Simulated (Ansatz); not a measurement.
**C₃H₁₁NSi: up Jacob's ladder to CCSD(T)**

One table from this session's results is given with a row withheld; the runs are named, their logs left out.

Method: functionals in def2-TZVPP, the program's frozen cores in correlated methods; program: Ansatz 0.2.0, Gaussian basis.

Levels to be run: LDA (SPW92), PBE-D4, revPBE-D4, BLYP-D4, r2SCAN-D4, B97M-V, PBE0-D4, B3LYP-D4, r2SCANh-D4, r2SCAN0-D4, HSE06-D4, BHLYP-D4, CAM-B3LYP-D4, LC-ωPBE, ωB97X-V, ωB97M-V, B2PLYP, PBE-QIDH; CCSD(T)/def2-SVP; CCSD(T)/def2-TZVPP; MP2/def2-QZVPP; extrapolation to the limit; RPA on PBE.

## The relaxed structure

The geometry comes from an earlier relaxation with PBE0-D4 in a triple-zeta def2 set; it is a stationary point, not always the lowest conformer.

SMILES `C[Si](C)(C)N`, 16 atoms, charge 0, spin multiplicity 1.

Atoms are counted from 1 here; the program's logs count them from 0.

Bond lengths: C1–Si2 1.878 Å, C1–H6 1.094 Å, C1–H7 1.094 Å, C1–H8 1.094 Å, Si2–C3 1.870 Å, Si2–C4 1.870 Å, Si2–N5 1.730 Å, C3–H9 1.093 Å, C3–H10 1.093 Å, C3–H11 1.094 Å, C4–H12 1.093 Å, C4–H13 1.093 Å, C4–H14 1.094 Å, N5–H15 1.008 Å, N5–H16 1.008 Å. Angles: Si2–C1–H6 111.4°, Si2–C1–H7 111.1°, Si2–C1–H8 111.1°, H6–C1–H7 107.7°, H6–C1–H8 107.7°, H7–C1–H8 107.6°, C1–Si2–C3 108.7°, C1–Si2–C4 108.7°, C1–Si2–N5 114.0°, C3–Si2–C4 111.5°, C3–Si2–N5 107.0°, C4–Si2–N5 107.0°, Si2–C3–H9 111.0°, Si2–C3–H10 111.0°, Si2–C3–H11 111.2°, H9–C3–H10 108.2°, H9–C3–H11 107.4°, H10–C3–H11 107.9° and more.

Coordinates:

| atom | x (Å) | y (Å) | z (Å) |
| --- | --- | --- | --- |
| C1 | -0.9380 | 0.6518 | -1.4009 |
| Si2 | -0.0568 | 0.0351 | 0.1383 |
| C3 | 1.6846 | 0.7160 | 0.1460 |
| C4 | -0.0622 | -1.8347 | 0.1229 |
| N5 | -0.7988 | 0.5307 | 1.6207 |
| H6 | -0.4346 | 0.3143 | -2.3119 |
| H7 | -1.9690 | 0.2884 | -1.4367 |
| H8 | -0.9711 | 1.7448 | -1.4245 |
| H9 | 2.2205 | 0.4332 | -0.7642 |
| H10 | 2.2472 | 0.3408 | 1.0041 |
| H11 | 1.6821 | 1.8088 | 0.1971 |
| H12 | 0.4871 | -2.2342 | 0.9786 |
| H13 | 0.3990 | -2.2209 | -0.7901 |
| H14 | -1.0823 | -2.2278 | 0.1649 |
| H15 | -0.7455 | 1.4953 | 1.9074 |
| H16 | -1.6852 | 0.1356 | 1.8925 |

The first run:

Input file in.yaml:

```yaml
crystal:
  periodic: [false, false, false]
  atoms:
    - {symbol: C, position_ang: [-0.937972, 0.651786, -1.400876]}
    - {symbol: Si, position_ang: [-0.056838, 0.035104, 0.138296]}
    - {symbol: C, position_ang: [1.684635, 0.715983, 0.145969]}
    - {symbol: C, position_ang: [-0.062180, -1.834686, 0.122927]}
    - {symbol: N, position_ang: [-0.798794, 0.530673, 1.620656]}
    - {symbol: H, position_ang: [-0.434604, 0.314326, -2.311906]}
    - {symbol: H, position_ang: [-1.969000, 0.288407, -1.436657]}
    - {symbol: H, position_ang: [-0.971082, 1.744785, -1.424545]}
    - {symbol: H, position_ang: [2.220461, 0.433239, -0.764171]}
    - {symbol: H, position_ang: [2.247159, 0.340762, 1.004095]}
    - {symbol: H, position_ang: [1.682095, 1.808813, 0.197105]}
    - {symbol: H, position_ang: [0.487134, -2.234194, 0.978630]}
    - {symbol: H, position_ang: [0.398968, -2.220861, -0.790103]}
    - {symbol: H, position_ang: [-1.082279, -2.227801, 0.164889]}
    - {symbol: H, position_ang: [-0.745529, 1.495346, 1.907396]}
    - {symbol: H, position_ang: [-1.685173, 0.135618, 1.892497]}
basis:
  gaussian: {orbitals: def2-TZVPP}
hamiltonian: {xc: lda}
output: {orbitals: {seedname: orbitals}}
```

On the command line:

```
$ ansatz run in.yaml --threads 8 --pin off --events-out ev --progress --plain --max-ram 18278MiB
```

Among the steps run: LDA; PBE-D4 (GGA); revPBE-D4 (GGA); BLYP-D4 (GGA); r2SCAN-D4 (meta-GGA); B97M-V (meta-GGA); PBE0-D4 (hybrid); B3LYP-D4 (hybrid); r2SCANh-D4 (hybrid); r2SCAN0-D4 (hybrid); HSE06-D4 (hybrid); BHLYP-D4 (hybrid); CAM-B3LYP-D4 (range-separated); LC-ωPBE (range-separated); ωB97X-V (range-separated); ωB97M-V (range-separated); B2PLYP (double hybrid); PBE-QIDH (double hybrid).

One table of the session follows, with a row left open; its other results are not shown here.

```
  functional  HOMO (eV)  LUMO (eV)  gap (eV)
 LDA (SPW92)      -5.69      -0.10      5.59
      PBE-D4      -5.54       0.04      5.58
   revPBE-D4      -5.49       0.12      5.60
     BLYP-D4      -5.45       0.01      5.46
   r2SCAN-D4      -5.84       0.80      6.64
      B97M-V      -5.94       0.17      6.11
     PBE0-D4      -6.95       0.81      7.76
    B3LYP-D4      -6.73       0.47      7.20
  r2SCANh-D4      -6.37       1.01      7.38
  r2SCAN0-D4      -7.16       1.31      8.47
    HSE06-D4      -6.55       0.45      6.99
    BHLYP-D4      -8.30       1.36      9.66
CAM-B3LYP-D4      -8.40       1.53      9.93
     LC-ωPBE      -9.77       2.85     12.61
     ωB97X-V      -9.41       2.60     12.01
     ωB97M-V          ?          ?         ?
```

Q: Estimate the row for ωB97M-V from the others.

**Answer.** HOMO (eV): -9.32; LUMO (eV): 2.15; gap (eV): 11.47. In the column «HOMO (eV)» it lies between ωB97X-V (-9.41) and CAM-B3LYP-D4 (-8.40).
